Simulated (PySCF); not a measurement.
# From one method to the next for MoO2

Starting from one script, swap the method and compare what comes out for MoO2.

Method: each script names its method and basis; program: PySCF 2.14.0.

2 further runs of the same task are left out: 2 that didn't finish. Runs told in other sessions of the task aren't counted.

**1. The starting structure**

MoO2: 3 atoms, charge 0, spin multiplicity 1.

Bond lengths: Mo1–O2 1.663 Å, Mo1–O3 1.663 Å. Angles: O2–Mo1–O3 104.6°.

**2. Base script**

Input file input.py:

```python
from pyscf import gto, scf, mp

mol = gto.M(
    atom='Mo 0 0 -0.2502; O 1.3158 0 0.7663; O -1.3158 0 0.7663',
    basis='lanl2dz',
    ecp={'Mo': 'lanl2dz'},
    charge=0,
    spin=0,
    symmetry=True,
    verbose=4,
)
mf = scf.RHF(mol)
mf.level_shift = 0.3
mf.kernel()
mp.MP2(mf, frozen=2).kernel()
mf.dip_moment()
print('orbital energies (hartree):', mf.mo_energy[..., max(0, mol.nelec[1]-3):mol.nelec[0]+3].round(4))
```

On the command line:

```sh
$ OMP_NUM_THREADS=1 python input.py
```

**3. Population analysis**

Variant 1 changes step after the SCF: mp2 → analyze.

Changes to input.py since step 2:

```diff
@@ -1,2 +1,2 @@
-from pyscf import gto, scf, mp
+from pyscf import gto, scf
 
@@ -14,3 +14,3 @@
 mf.kernel()
-mp.MP2(mf, frozen=2).kernel()
+mf.mulliken_pop()
 mf.dip_moment()
```

**4. SCF alone**

Variant 2 changes step after the SCF: mp2 → none.

Changes to input.py since step 2:

```diff
@@ -1,2 +1,2 @@
-from pyscf import gto, scf, mp
+from pyscf import gto, scf
 
@@ -14,3 +14,2 @@
 mf.kernel()
-mp.MP2(mf, frozen=2).kernel()
 mf.dip_moment()
```

Q: Predict the outcome of this session. Wanted: for each run, E(SCF); from base; gap; SCF dipole; after the SCF.

As calculated:

| run | E(SCF) (hartree) | from base (eV) | cycles | gap (eV) | SCF dipole (D) | after the SCF |
| --- | --- | --- | --- | --- | --- | --- |
| base | -216.423648 | 0 | 18 | 7.95 | 6.58 | MP2 correlation -14.222 eV, core frozen |
| population analysis | -216.423648 | 0.0000 | 18 | 7.95 | 6.58 | n/a |
| SCF alone | -216.423648 | 0.0000 | 18 | 7.95 | 6.58 | n/a |

**Reading.** Total energies from different bases, Hamiltonians or methods carry different errors, so properties are taken as differences within one set-up.
